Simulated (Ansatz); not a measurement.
# Ge2H4F2: one species, many methods

Aim: compute Ge2H4F2 with functionals from several rungs and with coupled cluster. The yardstick is the atomisation energy at the CCSD(T) limit.

Method: functionals in def2-TZVPP, the program's frozen cores in correlated methods; program: Ansatz 0.2.0, Gaussian basis.

Levels to be run: LDA (SPW92), PBE-D4, revPBE-D4, BLYP-D4, r2SCAN-D4, B97M-V, PBE0-D4, B3LYP-D4, r2SCANh-D4, r2SCAN0-D4, HSE06-D4, BHLYP-D4, CAM-B3LYP-D4, LC-ωPBE, ωB97X-V, ωB97M-V, B2PLYP, PBE-QIDH; CCSD(T)/def2-SVP; CCSD(T)/def2-TZVPP; MP2/def2-QZVPP; extrapolation to the limit; RPA on PBE.

**1. The relaxed structure**

All runs share one geometry, relaxed beforehand with PBE0-D4 in a triple-zeta def2 set.

SMILES `[F][GeH]([F])[GeH3]`, 8 atoms, charge 0, spin multiplicity 1.

Atoms are counted from 1 here; the program's logs count them from 0.

Bond lengths: F1–Ge2 1.734 Å, Ge2–F3 1.734 Å, Ge2–Ge4 2.425 Å, Ge2–H5 1.537 Å, Ge4–H6 1.533 Å, Ge4–H7 1.533 Å, Ge4–H8 1.531 Å. Angles: F1–Ge2–F3 104.0°, F1–Ge2–Ge4 108.4°, F1–Ge2–H5 106.2°, F3–Ge2–Ge4 108.4°, F3–Ge2–H5 106.2°, Ge4–Ge2–H5 122.1°, Ge2–Ge4–H6 108.5°, Ge2–Ge4–H7 108.5°, Ge2–Ge4–H8 108.4°, H6–Ge4–H7 110.0°, H6–Ge4–H8 110.7°, H7–Ge4–H8 110.7°.

**2. LDA**

This LDA is Slater exchange with PW92 correlation.

Input file in.yaml:

```yaml
crystal:
  periodic: [false, false, false]
  atoms:
    - {symbol: F, position_ang: [1.031701, -1.038397, 1.834545]}
    - {symbol: Ge, position_ang: [1.102943, -0.251646, 0.290489]}
    - {symbol: F, position_ang: [1.643406, -1.496689, -0.789298]}
    - {symbol: Ge, position_ang: [-1.146593, 0.391103, -0.346727]}
    - {symbol: H, position_ang: [2.249929, 0.767623, 0.379921]}
    - {symbol: H, position_ang: [-1.662064, 1.425740, 0.660723]}
    - {symbol: H, position_ang: [-1.098834, 1.005389, -1.750832]}
    - {symbol: H, position_ang: [-2.028287, -0.860224, -0.334623]}
basis:
  gaussian: {orbitals: def2-TZVPP}
hamiltonian: {xc: lda}
output: {orbitals: {seedname: orbitals}}
```

Run with:

```console
$ ansatz run in.yaml --threads 2 --pin off --events-out ev --progress --plain --max-ram 32768MiB --backend cpu
```

The runs that follow: PBE-D4 (GGA); revPBE-D4 (GGA); BLYP-D4 (GGA); r2SCAN-D4 (meta-GGA); B97M-V (meta-GGA); PBE0-D4 (hybrid); B3LYP-D4 (hybrid); r2SCANh-D4 (hybrid); r2SCAN0-D4 (hybrid); HSE06-D4 (hybrid); BHLYP-D4 (hybrid); CAM-B3LYP-D4 (range-separated); LC-ωPBE (range-separated); ωB97X-V (range-separated); ωB97M-V (range-separated); B2PLYP (double hybrid); PBE-QIDH (double hybrid); CCSD(T) in def2-SVP; CCSD(T) in def2-TZVPP; MP2 in def2-QZVPP; RPA on PBE orbitals.

Before running them: what should the planned runs give, taken together? Wanted: atomisation energy, CCSD(T)/CBS; farthest beyond LDA; mean size of error, GGA; mean size of error, meta-GGA; mean size of error, hybrid; mean size of error, range-separated; mean size of error, double hybrid; gap, smallest and largest; T1 diagnostic.

**Answer**, as computed:

| quantity | value |
| --- | --- |
| atomisation energy, CCSD(T)/CBS | 2398.1 kJ/mol |
| functionals within 24.0 kJ/mol (1.0 %) | PBE-D4, r2SCAN-D4, B97M-V, CAM-B3LYP-D4, ωB97X-V |
| farthest beyond LDA | BHLYP-D4 (-110.3 kJ/mol) |
| mean size of error, GGA | 50.2 kJ/mol |
| mean size of error, meta-GGA | 11.5 kJ/mol |
| mean size of error, hybrid | 63.7 kJ/mol |
| mean size of error, range-separated | 24.7 kJ/mol |
| mean size of error, double hybrid | 51.5 kJ/mol |
| gap, smallest and largest | 6.06 eV (LDA (SPW92)), 13.07 eV (LC-ωPBE) |
| T1 diagnostic | 0.0124 |
| triples share of the correlation energy | 3.1 % |

What this shows: LDA overbinds by 334.2 kJ/mol (14 %). PBE-D4 misses by -18.1 kJ/mol. Double hybrids carry the basis error of their MP2 part in triple zeta, and no dispersion term here, so their miss is partly the set-up's. Taken by rung, meta-GGA functionals do best (11.5 kJ/mol on average) and hybrid ones worst beyond LDA (63.7 kJ/mol). The mean of the hybrids holds BHLYP, with half exact exchange. Misses under about 24.0 kJ/mol are within the doubt on the reference itself, which lacks core-valence correlation, relativity and higher excitations, and its outer-core shells are covered unevenly. Hartree-Fock recovers 71 % of the binding; the rest is correlation. CCSD(T) in def2-SVP is off by -180.2 kJ/mol, more than most functionals: a good method in a small basis is no reference. The gap grows from 6.1 to 13.1 eV across the functionals, mostly with the share of exact exchange. Correlated methods include outer-core shells of Ge, which these sets cover unevenly.
